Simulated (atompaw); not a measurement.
# A PAW (atompaw) potential for zinc, from input to tests

Do these settings give a usable potential? It is generated, then checked for scattering, ghosts and hardness.

Program: atompaw 4.2.0.5. Reference atom: PBE, scalar-relativistic, spherical and spin-unpolarised. All values are calculated.

**1. Settings**

Typed settings, in words:

- element: zinc (Zn, Z = 30)
- type: PAW
- frozen core: [Ar]
- valence charge: 12
- reference configuration: 3d10 4s2 4p0
- partial waves: 4s (bound): rc 2.45 bohr; 4s channel at -0.05 Ry: rc 2.45 bohr; 4p (bound, empty): rc 1.95 bohr; 4p channel at 0.4 Ry: rc 2.45 bohr; 3d (bound): rc 1.60 bohr; 3d channel at 2.85 Ry: rc 1.60 bohr
- local potential: bessel scheme, radius 2.05 bohr
- core correction: smooth core density matched at 1.45 bohr
- augmentation charge: besselshape compensation charge, radius 1.95 bohr; PAW radius 2.45 bohr; waves and projectors: custom rrkj vanderbiltortho

The outer shells as boxes (Hund's rule for the drawing; the calculation is spin-unpolarised):

```
[Ar] core
3d [↑↓][↑↓][↑↓][↑↓][↑↓]
4s [↑↓]
4p [  ][  ][  ]
```

An earlier all-electron run gives the scale for the radii.

All-electron outer shells of the reference configuration (PBE, scalar-relativistic, ld1.x):

```
shell  level (eV)  outermost node (bohr)  outermost maximum (bohr)
   3s     -129.23                   0.28                      0.59
   3p      -83.40                   0.25                      0.59
   3d      -10.14                      –                      0.57
   4s       -5.98                   0.85                      2.09
   4p       -1.12                   0.92                      3.08
```

**2. The generation run**

Input file Zn.input:

```
Zn 30
GGA-PBE scalarrelativistic loggrid 1500 logderivrange -3 5 201
4 4 3 0 0 0
4 1 0
0 0 0
c
c
c
v
c
c
v
v
2
2.45 1.95 2.05 1.45
y
-0.05
n
y
0.4
n
y
2.85
n
custom rrkj vanderbiltortho besselshape
bessel
2.45
2.45
1.95
2.45
1.60
1.60
PWSCFOUT
UPFDX 0.0125d0 UPFXMIN -7.d0 UPFZMESH 30.d0
END
```

Command:

```sh
atompaw < Zn.input > Zn.log
```

What does the calculation give? Wanted: cutoffs for 10 and 1 mRy, occupied levels; bound ghosts; largest phase difference near zero energy, channels read; lowest eigenvalue of the overlap; share of valence orbitals outside the PAW sphere; UPF file.

As calculated:

| quantity | value |
| --- | --- |
| cutoffs for 10 and 1 mRy, occupied levels | 40 Ry and 70 Ry |
| bound ghosts | none found |
| largest phase difference near zero energy, channels read | 0.019 rad |
| lowest eigenvalue of the overlap (Bessel basis) | 0.143 (p) |
| share of valence orbitals outside the PAW sphere | 4s 50 %, 4p 83 %, 3d 2 % |
| UPF file | written |

In words: By its cutoff, 40 Ry for the looser tolerance, it is of middling hardness. The slowest occupied level is 3d: taken alone it needs 40 Ry to come within 1 mRy, against 6 Ry or less for 4s. It is free of bound ghosts as far as tested. Near zero energy the phases of the channels with partial waves agree within 0.019 rad.
